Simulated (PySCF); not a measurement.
**The bond of MnS, level by level**

What are the lowest state that PBE0 finds, the bond length, vibrational wavenumber and bond energy of MnS, and how much do these hang on the method?

Computed with PySCF 2.14.0. Level: Mn def2-TZVPP, S def2-TZVPP, no relativity.

## Step 1: The job

Settings of the job:

```
atoms                         : Mn, S
charge                        : 0
basis                         : Mn def2-TZVPP, S def2-TZVPP
Hamiltonian                   : no relativity
basis functions               : 106
electrons treated             : 41
masses in u                   : 54.9380, 31.9721
levels                        : PBE0, PBE, r²SCAN, r²SCAN0, TPSS, B2PLYP, B3LYP, HSE06, HF, MP2, SCS-MP2, CCSD, CCSD(T)
grid                          : 80 radial by 434 angular points
occupations                   : held fixed by the projection of orbital angular momentum
dissociation limit            : Mn + S, each in its ground configuration
starting distance in angstrom : 2.105
values of 2S to try           : 1, 3, 5, 7, 9
```

On the command line:

```bash
$ OMP_NUM_THREADS=2 python dia.py task.json out
```

After this run come: PBE0 along the bond; Higher solutions at PBE0; PBE (GGA); r²SCAN; r²SCAN0 (hybrid meta-GGA); TPSS (meta-GGA); B2PLYP (double hybrid); B3LYP (global hybrid GGA); HSE06 (range-separated hybrid); ROHF; Adding correlation.

Q: Predict the outcome of this session. Wanted: for each run, Re; ωe; De; μ.

**Answer**, as computed:

Lowest PBE0 solution found, without spin–orbit coupling: ⁶Σ⁺ (sextet), unpaired electrons σ ↑, π ↑↑, δ ↑↑. State 2 has its PBE0 minimum 0.78 eV higher, as a spin-mixed determinant (⟨S²⟩ = 9.67), so this is no gap between pure states. State 3 has its PBE0 minimum 0.90 eV higher. State 4 has its PBE0 minimum 1.17 eV higher, as a spin-mixed determinant (⟨S²⟩ = 5.23), so this is no gap between pure states. The other levels ran on the lowest alone.

| level | Re (Å) | ωe (cm⁻¹) | De (eV) | μ (D) |
| --- | --- | --- | --- | --- |
| ROHF | 2.180 | 463 | 0.59 | -9.49 |
| ROHF-MP2 | 2.091 | 465 | 2.52 | n/a |
| ROHF-SCS-MP2 | 2.111 | 455 | 2.29 | n/a |
| ROHF-CCSD | 2.087 | 478 | 2.30 | n/a |
| ROHF-CCSD(T) | 2.082 | 480 | 2.62 | n/a |
| PBE | 2.040 | 513 | 4.19 | -4.95 |
| TPSS | 2.042 | 515 | 4.10 | -5.21 |
| r²SCAN | 2.042 | 517 | 3.87 | -5.43 |
| B3LYP | 2.064 | 498 | 3.11 | -5.79 |
| PBE0 | 2.058 | 504 | 3.30 | -6.10 |
| r²SCAN0 | 2.067 | 491 | 3.13 | -6.21 |
| HSE06 | 2.059 | 504 | 3.30 | -5.98 |
| B2PLYP | 2.052 | 520 | 2.85 | -6.48 |

De is counted to Mn + S in their ground configurations. A positive dipole means Mn(−)S(+).

What this shows: Bond lengths run from 2.040 Å (PBE) to 2.180 Å (ROHF). Among the levels with a De in the table, it runs from 0.59 eV (ROHF) to 4.19 eV (PBE).

Correlated steps freeze 10 core orbitals. B2PLYP dipoles, levels and charges come from its SCF part alone. The state is the lowest single determinant that the PBE0 search found; with open d or f shells the true ground state can be another one. T1 is 0.066 near the minimum (highest on the curve 0.071), which may point to more than one leading configuration.
